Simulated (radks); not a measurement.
# Nd²⁺ inside a hard spherical wall

One table from this session's results is given with a row withheld; the runs are named, their logs left out.

Program: radks (a radial shooting solver on a logarithmic mesh, Libxc functionals) version 1. Level of theory: scalar-relativistic Kohn-Sham, LDA (Slater exchange, Perdew-Wang correlation), spin-polarised, spherical densities, finite nucleus; open shells are filled with parallel spins first. These are calculated values, not measurements, unless marked.

**What is computed**

* element: neodymium (Z = 60)
* charge: +2
* electrons: 58
* configuration: [Xe] 4f4
* nuclear rms radius: 4.9123 fm

The outer shells:

Nd²⁺
```
[Xe] core
4f [↑ ][↑ ][↑ ][↑ ][  ][  ][  ]
```

Set-up of the first run:

Input:

```text
Z 60
configuration [Xe] 4f4 6s0 5d0 6p0
relativity scalar-relativistic
functional lda,pw
spin polarised
nucleus finite rms 4.9123 fm
c 137.035999084
```

Steps of the session up to this table: The free atom; Wall at 15 bohr; Wall at 10 bohr; Wall at 8 bohr; Wall at 7 bohr; Wall at 6 bohr; Wall at 5 bohr; Wall at 3 bohr; Wall at 2.5 bohr; Wall at 2 bohr.

One of the session's tables, all rows but one given; the rest of the session is left out.

```
R (bohr)  E − E(free) (eV)  ε(5d, empty) (eV)  ε(6s, empty) (eV)  ε(6p, empty) (eV)  pressure (GPa)
    free             0.000            -13.957            -13.517             -9.564               0
      15            -0.000            -13.957            -13.517             -9.564        < 0.0001
      10             0.000            -13.956            -13.513             -9.533        < 0.0001
       8             0.000            -13.948            -13.459             -9.288        0.000988
       7             0.003            -13.917            -13.290             -8.801         0.00923
       6                 ?                  ?                  ?                  ?               ?
       5             0.190            -13.211            -10.608             -3.913            1.51
       3            22.900              0.738             27.590             44.646             535
     2.5            78.778             19.376             73.792             97.124            2715
       2            286.12             67.900             186.37             219.24           16502
```

Estimate the missing values for R (bohr) = 6.

Worked estimate for «E − E(free) (eV)». A straight line through the neighbours (7, 0.003) and (5, 0.190) gives 0.003 + (0.190 − 0.003) × (6 − 7) / (5 − 7) = 0.097; a parabola fitted to 4 rows on both sides gives -2.341.

**Answer.** E − E(free) (eV): 0.020; ε(5d, empty) (eV): -13.782; ε(6s, empty) (eV): -12.690; ε(6p, empty) (eV): -7.500; pressure (GPa): 0.105. In «E − E(free) (eV)» the line misses by +0.077 and the parabola by -2.361. Between these rows the values bend or scatter more than so simple an estimate can follow.

What this shows: Eigenvalues are for spin up. At the tightest wall, 2 bohr, the energy stands 286.12 eV above the free atom and the pressure, −dE/dV, is 16502 GPa. Shells are not refilled when levels cross, and a hard wall is a model, not a crystal.
